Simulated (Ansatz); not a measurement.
I need Fermi-surface readings of InPt3, space group Pm-3m. Use the Python package of Ansatz (0.2.0). Use: PBEsol, PAW, the default cutoff (420 eV here), 7×7×7 k-points, Gaussian smearing of 0.15 eV, D4 dispersion.

```
In Pt
1.0
     3.98800    0.00000    0.00000
     0.00000    3.98800    0.00000
     0.00000    0.00000    3.98800
In Pt
1 3
Direct
  0.00000 0.00000 0.00000
  0.50000 0.50000 0.00000
  0.00000 0.50000 0.50000
  0.50000 0.00000 0.50000
```

`fermi_inpt3.py`:
```python
"""Fermi surface readings for InPt3."""

import ansatz as az
from ase import Atoms

atoms = Atoms(
    ["In", "Pt", "Pt", "Pt"],
    scaled_positions=[
        (0.0, 0.0, 0.0),
        (0.5, 0.5, 0.0),
        (0.0, 0.5, 0.5),
        (0.5, 0.0, 0.5),
    ],
    cell=[
        (3.988, 0.0, 0.0),
        (0.0, 3.988, 0.0),
        (0.0, 0.0, 3.988),
    ],
    pbc=True,
)
inpt3 = az.Crystal.from_ase(atoms)

setup = (
    inpt3.calculation()
    .functional("pbesol", dispersion="d4")
    .pseudopotentials("paw")
    .kpoints(7)
    .occupations("Gaussian", width=0.15)
    .eigenstates(nscf_kmesh=(8, 8, 8), level_slopes=True)
)
surface = setup.run(threads=1).fermi_surface().to_plain()
for way, reading in surface.items():
    if reading:
        rho_lambda = [f"{v:.3e}" for v in reading["resistivity_times_mean_free_path_ohm_m2"]]
        print(f"{way:24s} area {reading['spin_summed_area_per_ang2']:8.3f} 1/A^2  rho*lambda (ohm m^2) {rho_lambda}")
```

```console
$ python fermi_inpt3.py
DeckWarning: basis.ecutwfc = 420 eV, auto-derived from the records' recommended cutoffs: set by In (normal level)
by_tetrahedra            area   33.859 1/A^2  rho*lambda (ohm m^2) ['9.029e-16', '9.029e-16', '9.029e-16']
by_slopes                area   28.978 1/A^2  rho*lambda (ohm m^2) ['1.055e-15', '1.055e-15', '1.055e-15']
on_every_second_point    area   25.033 1/A^2  rho*lambda (ohm m^2) ['1.221e-15', '1.221e-15', '1.221e-15']
```
(Warnings from the package without file and line.)

Dispersion corrections can be off by several per cent in the lattices of metals, and by several GPa in the pressure at a fixed cell. The mesh is modest for a metal, so energies can be off by several to tens of meV an atom and pressures by half a GPa or more; differences at equal mesh fare better. Spin-orbit coupling, which matters for elements this heavy, is left out. The starting cell is as deposited in a crystallographic database; the results hold for this polymorph, which needn't be the stable one. The three readings differ by the mesh error. The whole script took 5 s on 1 thread of INTEL(R) XEON(R) PLATINUM 8581C CPU @ 2.10GHz (Emerald Rapids) (shared host), peak memory 0.43 GiB.

(Lines on the test bed's own set-up are left out of the output.)
